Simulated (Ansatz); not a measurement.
# Te3P: the cost of one run

Method: DFT PBE, scalar-relativistic, plane waves, PAW, in Ansatz 0.2.0.

### Step 1. Starting point

The structure is tetragonal, space group P4/mmm (No. 123). Conventional cell: a = 4.820 Å, b = 4.820 Å, c = 4.770 Å, α = 90.00°, β = 90.00°, γ = 90.00°. Te (site symmetry mmm) has 8 Te at 3.39 to 3.41 Å and 4 P at 3.39 Å as nearest neighbours. Around Te (site symmetry 4/mmm) lie 8 Te at 3.39 Å and 4 P at 3.41 Å. Around P (site symmetry 4/mmm) lie 12 Te at 3.39 to 3.41 Å.

Coordinates:

```
Te P
1.0
     4.81982    0.00000    0.00000
     0.00000    4.81982    0.00000
     0.00000    0.00000    4.77028
Te P
3 1
Direct
  0.00000 0.50000 0.50000
  0.50000 0.00000 0.50000
  0.50000 0.50000 0.00000
  0.00000 0.00000 0.00000
```

This is candidate A: Cu3Pd type (P4/mmm, No. 123).

(A quick probe on a coarse mesh, which set the mesh and smearing, is not shown.)

### Step 3. Coarse relaxation (candidate A)

Contents of input.yaml:

```yaml
crystal:
  lattice:
    - [4.8198241411, 0.0, 0.0]
    - [0.0, 4.8198241411, 0.0]
    - [0.0, 0.0, 4.7702830761]
  atoms:
    - { symbol: Te, position: [0.0, 0.5, 0.5] }
    - { symbol: Te, position: [0.5, 0.0, 0.5] }
    - { symbol: Te, position: [0.5, 0.5, 0.0] }
    - { symbol: P, position: [0.0, 0.0, 0.0] }
basis:
  ecutwfc: 420
kpoints:
  mp_grid: { grid: [4, 4, 4] }
hamiltonian:
  xc: pbe
scf:
  occupations: { method: gaussian, width: 0.1 }
  lower_state_search: "off"
output:
  forces: true
  stress: true
  eigenvalues: true
relax:
  adjacent_minimum: "off"
  f_tol: 0.04
  max_steps: 70
  cell: { stress_tol: 0.4 }
```

Command:

```console
> ansatz run input.yaml --threads 1 --pin off --max-ram 2560MiB --backend cpu --events-out ev --progress --plain --runs-dir out
```

What time and memory should one allow on 1 thread of Arm Neoverse V2, shared host?

About 28 s, with a peak of 0.37 GiB.
